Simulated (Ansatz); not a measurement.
# Si: properties at the relaxed cell

The task here is to estimate one member of a computed series from the others.

The COD entry's cell or inner coordinates are ideal or old and differ from later refinements, so a difference from it is no clean test against experiment.

Program: Ansatz 0.2.0. Level of theory: DFT r2SCAN, scalar-relativistic, plane waves, PAW. These are calculated values, not measurements.

1 further run of the same task is left out (set aside as unsound or not needed).

## Starting point

Symmetry: Fd-3m, No. 227, cubic system. Conventional cell: a = 5.444 Å, b = 5.444 Å, c = 5.444 Å, α = 90.00°, β = 90.00°, γ = 90.00°. Around Si (site symmetry -43m) lie 4 Si at 2.36 Å.

Coordinates:

```
Si
1.0
     0.00000    2.72210    2.72210
     2.72210    0.00000    2.72210
     2.72210    2.72210    0.00000
Si
2
Direct
  0.75000 0.75000 0.75000
  0.50000 0.50000 0.50000
```

It is the result of an earlier relaxation at this level (volume 20.17 Å³/atom; gap on the mesh: 0.78 eV).

Set-up of the first run:

Input file input.yaml:

```yaml
crystal:
  lattice:
    - [0.0, 2.7220959755, 2.7220959755]
    - [2.7220959755, 0.0, 2.7220959755]
    - [2.7220959755, 2.7220959755, 0.0]
  atoms:
    - { symbol: Si, position: [0.75, 0.75, 0.75] }
    - { symbol: Si, position: [0.5, 0.5, 0.5] }
basis:
  ecutwfc: 500
kpoints:
  mp_grid: { grid: [10, 10, 10] }
  band_path:
    path:
      - [[0.0, 0.0, 0.0], [0.5, 0.0, 0.5], [0.625, 0.25, 0.625]]
      - [[0.375, 0.375, 0.75], [0.0, 0.0, 0.0], [0.5, 0.5, 0.5], [0.5, 0.25, 0.75], [0.5, 0.0, 0.5]]
    npoints: 14
hamiltonian:
  xc: r2scan
scf:
  occupations: { method: gaussian, width: 0.02 }
  n_extra_bands: 6
output:
  forces: true
  stress: true
  eigenvalues: true
  populations: true
  dos: { projected: true, de: 0.02, nscf_kmesh: { grid: [15, 15, 15] } }
  bader: true
  write_density: true
  write_potential: true
  elf: true
  volumetric_format: npy
```

Started as:

```sh
$ ansatz run input.yaml --threads 1 --pin off --max-ram 2560MiB --backend cpu --events-out ev --progress --plain --runs-dir out
```

Steps of the session up to this table: Static run: bands, density of states and charges; Band edges anywhere in the zone; Levels beside the edges; The cell scaled to 0.97 of its volume; The cell scaled to 1.03 of its volume; The cell scaled to 0.94 of its volume; Volume × 1.06.

One of the session's tables, all rows but one given; the rest of the session is left out.

It belongs to the step «Fit of the equation of state». 

| volume (Å³/atom) | energy above the lowest point (meV/atom) | pressure (GPa) | gap on the mesh (eV) |
| --- | --- | --- | --- |
| 18.960 | 24.5 | 6.83 | 0.67 |
| 19.565 | ? | ? | ? |
| 20.170 | 0.0 | 0.00 | 0.78 |
| 20.775 | 5.2 | -2.69 | 0.83 |
| 21.380 | 19.8 | -4.99 | 0.87 |

**Question.** Estimate the row for volume (Å³/atom) = 19.565.

Worked estimate for «energy above the lowest point (meV/atom)». A straight line through the neighbours (18.960, 24.5) and (20.170, 0.0) gives 24.5 + (0.0 − 24.5) × (19.565 − 18.960) / (20.170 − 18.960) = 12.2; a parabola fitted to 3 rows on both sides gives 6.4.

The run gave: energy above the lowest point (meV/atom): 5.8; pressure (GPa): 3.15; gap on the mesh (eV): 0.73. In «energy above the lowest point (meV/atom)» the line misses by +6.4 and the parabola by +0.6.
